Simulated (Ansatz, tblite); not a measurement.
**The cluster Rh₅: one state, many levels**

Aim: run the doublet of the cluster Rh₅ at one geometry on many levels, and compare frontier levels, spin and run time.

Method: as each input shows; program: Ansatz 0.2.0, Gaussian basis.

Levels to be run: GFN1-xTB, GFN2-xTB, PBE-D4/def2-TZVP, r2SCAN-D4/def2-TZVP, LC-ωPBE/def2-TZVP, revPBE-D4/def2-TZVP.

1 further run of the same task is left out (set aside as unsound or not needed).

**1. The geometry**

The doublet was relaxed beforehand with PBE0-D4/def2-SVP. It is a higher isomer from a search, not the lowest found.

5 atoms, charge 0, spin multiplicity 2.

Bond lengths: Rh1–Rh2 2.493 Å, Rh1–Rh3 2.474 Å, Rh1–Rh5 2.494 Å, Rh2–Rh3 2.617 Å, Rh2–Rh4 2.562 Å, Rh2–Rh5 2.444 Å, Rh3–Rh4 2.535 Å, Rh3–Rh5 2.617 Å, Rh4–Rh5 2.561 Å. Angles: Rh2–Rh1–Rh3 63.6°, Rh2–Rh1–Rh5 58.7°, Rh3–Rh1–Rh5 63.6°, Rh1–Rh2–Rh3 57.8°, Rh1–Rh2–Rh4 107.5°, Rh1–Rh2–Rh5 60.7°, Rh3–Rh2–Rh4 58.6°, Rh3–Rh2–Rh5 62.2°, Rh4–Rh2–Rh5 61.5°, Rh1–Rh3–Rh2 58.6°, Rh1–Rh3–Rh4 109.0°, Rh1–Rh3–Rh5 58.6°, Rh2–Rh3–Rh4 59.6°, Rh2–Rh3–Rh5 55.7°, Rh4–Rh3–Rh5 59.6°, Rh2–Rh4–Rh3 61.8°, Rh2–Rh4–Rh5 57.0°, Rh3–Rh4–Rh5 61.8° and more.

Rh takes a core potential in the def2 sets. No spin-orbit coupling is included.

PBE0-D4/def2-TZVP was run before; its log isn't repeated, and its numbers join the tables.

**2. GFN1-xTB**

Tight binding, by tblite at 300 K electronic temperature and without a spin-polarisation term:

```python
tblite.interface.Calculator('GFN1-xTB', numbers, positions, charge=0, uhf=1).singlepoint()
```

Energy -545.8627 eV; 0.011 s.

**3. GFN2-xTB**

Tight binding, by tblite at 300 K electronic temperature and without a spin-polarisation term:

```python
tblite.interface.Calculator('GFN2-xTB', numbers, positions, charge=0, uhf=1).singlepoint()
```

Energy -545.2527 eV; 0.011 s.

**4. PBE-D4/def2-TZVP**

start.molden holds the orbitals of an earlier run on this state, given as this run's starting guess.

in.yaml reads:

```yaml
crystal:
  periodic: [false, false, false]
  atoms:
    - {symbol: Rh, position_ang: [-0.210726, -1.878835, -0.696944]}
    - {symbol: Rh, position_ang: [-0.549837, -0.414308, 1.292439]}
    - {symbol: Rh, position_ang: [-0.851218, 0.466863, -1.153371]}
    - {symbol: Rh, position_ang: [0.155483, 1.958342, 0.631614]}
    - {symbol: Rh, position_ang: [1.456298, -0.132062, -0.073749]}
basis:
  gaussian: {orbitals: def2-TZVP, initial_orbitals: start.molden}
magnetization: {spin_polarized: true, initial_magnetization: 1}
hamiltonian: {xc: pbe, dispersion: d4}
scf: {omitted_lower_state_checks: [starts]}
output: {forces: true, orbitals: {seedname: orbitals}}
```

Launch:

```
ansatz run in.yaml --threads 4 --pin off --events-out ev --progress --plain --max-ram 4787MiB
```

After this run come: r2SCAN-D4/def2-TZVP; LC-ωPBE/def2-TZVP; revPBE-D4/def2-TZVP.

Before running them: what should the planned runs give, taken together? Wanted: gap in def2-TZVP, named functionals, smallest and largest; binding an atom, functionals in def2-TZVP; ⟨S²⟩ in def2-TZVP, named functionals, smallest and largest.

The runs gave:

| quantity | value |
| --- | --- |
| gap in def2-TZVP, named functionals, smallest and largest | 0.22 eV (PBE-D4), 6.22 eV (LC-ωPBE) |
| binding an atom, functionals in def2-TZVP | 1.38 (LC-ωPBE) to 2.80 eV (PBE-D4) |
| ⟨S²⟩ in def2-TZVP, named functionals, smallest and largest | 1.925, 4.210 |

Over the named functionals in def2-TZVP the gap runs from 0.22 eV (PBE-D4) to 6.22 eV (LC-ωPBE); exact exchange widens it. Over the named functionals in def2-TZVP spin contamination reaches 3.46 (LC-ωPBE), and every level is far from pure, so all describe a mixture with higher spin.
